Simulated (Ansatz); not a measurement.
**BeZn2Te3: a trial structure relaxed**

Where does this trial cell of BeZn2Te3 go when cell and atoms are let free?

Method: DFT PBE, scalar-relativistic, plane waves, PAW, in Ansatz 0.2.0.

## 1. Starting point

The structure is hexagonal, space group P6/mmm (No. 191). The conventional cell has a = 5.732 Å, b = 5.732 Å, c = 4.550 Å, α = 90.00°, β = 90.00°, γ = 120.00°. Around Be (site symmetry 6/mmm) lie 6 Zn at 3.31 Å and 12 Te at 3.66 Å. Zn (site symmetry -6m2) has 6 Te at 2.81 Å as nearest neighbours. Around Te (site symmetry mmm) lie 4 Zn at 2.81 Å and 4 Te at 2.87 Å and 4 Be at 3.66 Å.

Coordinates:

```xyz
6
Lattice="5.7319 0.0000 0.0000 -2.8660 4.9640 0.0000 0.0000 0.0000 4.5504" Properties=species:S:1:pos:R:3 pbc="T T T"
Be    0.0000    0.0000    0.0000
Zn    0.0000    3.3093    0.0000
Zn    2.8660    1.6547    0.0000
Te    1.4330    2.4820    2.2752
Te   -1.4330    2.4820    2.2752
Te    2.8660    0.0000    2.2752
```

Recipe of the guess: species swapped into a database cell of CeGa3Pd2 (P6/mmm, No. 191), with Be on the Ce sites, Te on the Ga sites and Zn on the Pd sites. The dimensions are guesses.

## 2. The guess as it stands, on a coarse mesh

input.yaml reads:

```yaml
crystal:
  lattice:
    - [5.73192248, 0.0, 0.0]
    - [-2.86596124, 4.96399048, 0.0]
    - [0.0, 0.0, 4.55044484]
  atoms:
    - { symbol: Be, position: [0.0, 0.0, 0.0] }
    - { symbol: Zn, position: [0.33333333, 0.66666667, 0.0] }
    - { symbol: Zn, position: [0.66666667, 0.33333333, 0.0] }
    - { symbol: Te, position: [0.5, 0.5, 0.5] }
    - { symbol: Te, position: [0.0, 0.5, 0.5] }
    - { symbol: Te, position: [0.5, 0.0, 0.5] }
basis:
  ecutwfc: 420
kpoints:
  mp_grid: { grid: [6, 6, 4] }
hamiltonian:
  xc: pbe
scf:
  occupations: { method: gaussian, width: 0.1 }
  lower_state_search: "off"
output:
  forces: true
  stress: true
  eigenvalues: true
```

Started as:

```sh
$ ansatz run input.yaml --threads 1 --pin off --max-ram 2560MiB --backend cpu --events-out ev --progress --plain --runs-dir out
```

The session goes on with these runs: a loose first relaxation; full relaxation.

Q: Predict the outcome of this session. Wanted: conventional cell; volume; energy over the elements; gap on the mesh.

The runs gave:

```
                              quantity                                                                       value
symmetry at the end (tolerance 0.05 Å)                                                space group P6/mmm (No. 191)
                     conventional cell  a = 7.087 Å, b = 7.087 Å, c = 3.948 Å, α = 90.00°, β = 90.00°, γ = 120.00°
                                volume                                                               28.62 Å³/atom
              energy over the elements                                                               +0.65 eV/atom
                       gap on the mesh                                                                none (metal)
```

What this shows: The space group P6/mmm (No. 191) is kept, and the volume per atom grows by 32.6 % from the first guess. With a positive formation energy it can't be a ground state. No finished test with a distortion of lower symmetry is shown, so the end may be a saddle point. The runs treat Te without spin-orbit coupling.
